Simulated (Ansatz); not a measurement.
**RbCaH3: a strain scan**

The task, for RbCaH3: see how energy and stress answer to the strain pattern (0, 0, 0, 1, 0, 0).

Method: DFT r2SCAN, scalar-relativistic, plane waves, PAW, in Ansatz 0.2.0.

## Step 1: The starting structure

It takes space group Pm-3m (No. 221, cubic). Conventional cell: a = 4.547 Å, b = 4.547 Å, c = 4.547 Å, α = 90.00°, β = 90.00°, γ = 90.00°. Around Rb (site symmetry m-3m) lie 12 H at 3.22 Å. Ca (site symmetry m-3m) is surrounded by 6 H at 2.27 Å. H (site symmetry 4/mmm) is surrounded by 2 Ca at 2.27 Å and 4 Rb at 3.22 Å.

As a file:

```
Rb Ca H
1.0
     4.54700    0.00000    0.00000
     0.00000    4.54700    0.00000
     0.00000    0.00000    4.54700
Rb Ca H
1 1 3
Direct
  0.00000 0.00000 0.00000
  0.50000 0.50000 0.50000
  0.00000 0.50000 0.50000
  0.50000 0.00000 0.50000
  0.50000 0.50000 0.00000
```

The cell is taken as given, not relaxed at this level.

## Step 2: The reference cell

The reference gives a free energy of -5149.9885 eV, pressure -0.52 GPa, largest force 0.000 eV/Å and gap on the mesh 3.78 eV. It was computed beforehand with the settings of the runs below.

## Step 3: Setting up a strain scan

The cell is strained by ε times the Voigt pattern (0, 0, 0, 1, 0, 0) (xx, yy, zz, yz, xz, xy; engineering shear), with fractional coordinates fixed (clamped ions). The stress on the pattern is the sum of the stress components weighted by it, tension positive.

## Step 4: At ε = -0.0600

The input, input.yaml:

```yaml
crystal:
  lattice:
    - [4.547, 0.0, 0.0]
    - [0.0, 4.547, -0.13641]
    - [0.0, -0.13641, 4.547]
  atoms:
    - { symbol: Rb, position: [0.0, 0.0, 0.0] }
    - { symbol: Ca, position: [0.5, 0.5, 0.5] }
    - { symbol: H, position: [0.0, 0.5, 0.5] }
    - { symbol: H, position: [0.5, 0.0, 0.5] }
    - { symbol: H, position: [0.5, 0.5, 0.0] }
basis:
  ecutwfc: 500
kpoints:
  mp_grid: { grid: [6, 6, 6] }
hamiltonian:
  xc: r2scan
scf:
  occupations: { method: gaussian, width: 0.05 }
output:
  forces: true
  stress: true
  eigenvalues: true
```

The run is started by

```console
$ ansatz run input.yaml --threads 1 --pin off --max-ram 2560MiB --backend cpu --events-out ev --progress --plain --runs-dir out
```

## Step 5: ε = 0.0450

Changes to input.yaml since step 4:

```diff
@@ -3,4 +3,4 @@
     - [4.547, 0.0, 0.0]
-    - [0.0, 4.547, -0.13641]
-    - [0.0, -0.13641, 4.547]
+    - [0.0, 4.547, 0.1023075]
+    - [0.0, 0.1023075, 4.547]
   atoms:
```

## Step 6: At ε = -0.0300

Changes to input.yaml since step 5:

```diff
@@ -3,4 +3,4 @@
     - [4.547, 0.0, 0.0]
-    - [0.0, 4.547, 0.1023075]
-    - [0.0, 0.1023075, 4.547]
+    - [0.0, 4.547, -0.068205]
+    - [0.0, -0.068205, 4.547]
   atoms:
```

## Step 7: Point ε = 0.0150

Changes to input.yaml since step 6:

```diff
@@ -3,4 +3,4 @@
     - [4.547, 0.0, 0.0]
-    - [0.0, 4.547, -0.068205]
-    - [0.0, -0.068205, 4.547]
+    - [0.0, 4.547, 0.0341025]
+    - [0.0, 0.0341025, 4.547]
   atoms:
```

## Step 8: At ε = 0.0525

Changes to input.yaml since step 7:

```diff
@@ -3,4 +3,4 @@
     - [4.547, 0.0, 0.0]
-    - [0.0, 4.547, 0.0341025]
-    - [0.0, 0.0341025, 4.547]
+    - [0.0, 4.547, 0.11935875]
+    - [0.0, 0.11935875, 4.547]
   atoms:
```

## Step 9: At ε = 0.0375

Changes to input.yaml since step 8:

```diff
@@ -3,4 +3,4 @@
     - [4.547, 0.0, 0.0]
-    - [0.0, 4.547, 0.11935875]
-    - [0.0, 0.11935875, 4.547]
+    - [0.0, 4.547, 0.08525625]
+    - [0.0, 0.08525625, 4.547]
   atoms:
```

## Step 10: ε = 0.0225

Changes to input.yaml since step 9:

```diff
@@ -3,4 +3,4 @@
     - [4.547, 0.0, 0.0]
-    - [0.0, 4.547, 0.08525625]
-    - [0.0, 0.08525625, 4.547]
+    - [0.0, 4.547, 0.05115375]
+    - [0.0, 0.05115375, 4.547]
   atoms:
```

## Step 11: ε = 0.0075

Changes to input.yaml since step 10:

```diff
@@ -3,4 +3,4 @@
     - [4.547, 0.0, 0.0]
-    - [0.0, 4.547, 0.05115375]
-    - [0.0, 0.05115375, 4.547]
+    - [0.0, 4.547, 0.01705125]
+    - [0.0, 0.01705125, 4.547]
   atoms:
@@ -23 +23,5 @@
   eigenvalues: true
+  write_density: true
+  write_potential: true
+  elf: true
+  volumetric_format: npy
```

(Steps that only read results are left out.)

**Question.** What will these runs give? Wanted: slope of the stress at ε = 0, from the points at -0.0300, 0 and 0.0075.

As calculated:

| quantity | value |
| --- | --- |
| slope of the stress at ε = 0, from the points at -0.0300, 0 and 0.0075 | 19 GPa |

What this shows: From the stress slope, C44 is about 19 GPa with the ions clamped; letting the atoms relax could not make it stiffer. The step is wide, so higher orders mix in. The undisturbed cell stays the lowest of the sampled points. The gap on the mesh stays between 3.62 and 3.78 eV.
